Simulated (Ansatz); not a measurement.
# IrS2: the cost of one run

Method: DFT LDA+U (U_eff = 7 eV on Ir d), plane waves, PAW, no spin–orbit coupling unless a run says so, in Ansatz 0.2.0.

## (1) The system as given

Symmetry: Fm-3m, No. 225, cubic system. Conventional cell: a = 5.932 Å, b = 5.932 Å, c = 5.932 Å, α = 90.00°, β = 90.00°, γ = 90.00°. Around Ir (site symmetry m-3m) lie 8 S at 2.57 Å. Around S (site symmetry -43m) lie 4 Ir at 2.57 Å.

Structure file:

```cif
data_structure
_symmetry_space_group_name_H-M 'Fm-3m'
_symmetry_Int_Tables_number 225
_cell_length_a 5.9320
_cell_length_b 5.9320
_cell_length_c 5.9320
_cell_angle_alpha 90.000
_cell_angle_beta 90.000
_cell_angle_gamma 90.000
_cell_volume 208.74
loop_
_atom_site_label
_atom_site_type_symbol
_atom_site_symmetry_multiplicity
_atom_site_Wyckoff_symbol
_atom_site_fract_x
_atom_site_fract_y
_atom_site_fract_z
_atom_site_occupancy
Ir1 Ir 4 a 0.00000 0.00000 0.00000 1
S1 S 8 c 0.25000 0.75000 0.75000 1
```

## (2) Ferromagnetic start, free, symmetry kept, no search

Input file input.yaml:

```yaml
crystal:
  lattice:
    - [0.0, 2.9659919, 2.9659919]
    - [2.9659919, 0.0, 2.9659919]
    - [2.9659919, 2.9659919, 0.0]
  atoms:
    - { symbol: Ir, position: [0.0, 0.0, 0.0], spin: 5.0 }
    - { symbol: S, position: [0.25, 0.25, 0.25] }
    - { symbol: S, position: [0.75, 0.75, 0.75] }
basis:
  ecutwfc: 420
  ecutrho_ratio: 4
kpoints:
  mp_grid: { grid: [6, 6, 6] }
hamiltonian:
  xc: lda
  hubbard: { sites: [{ site: 0, l: d, u_eff: 7.0 }] }
scf:
  occupations: { method: gaussian, width: 0.05 }
  lower_state_search: "off"
  max_iter: 150
output:
  forces: true
  stress: true
  eigenvalues: true
  populations: true
  hubbard: { sites: [{ site: 0, l: d }] }
magnetization:
  spin_polarized: true
```

Command:

```
$ ansatz run input.yaml --threads 2 --pin off --max-ram 3072MiB --backend cpu --events-out ev --progress --plain --runs-dir out
```

Q: Estimate wall time and peak memory on 2 threads of Arm Neoverse N1, shared host.

About 6 s, with a peak of 0.32 GiB.
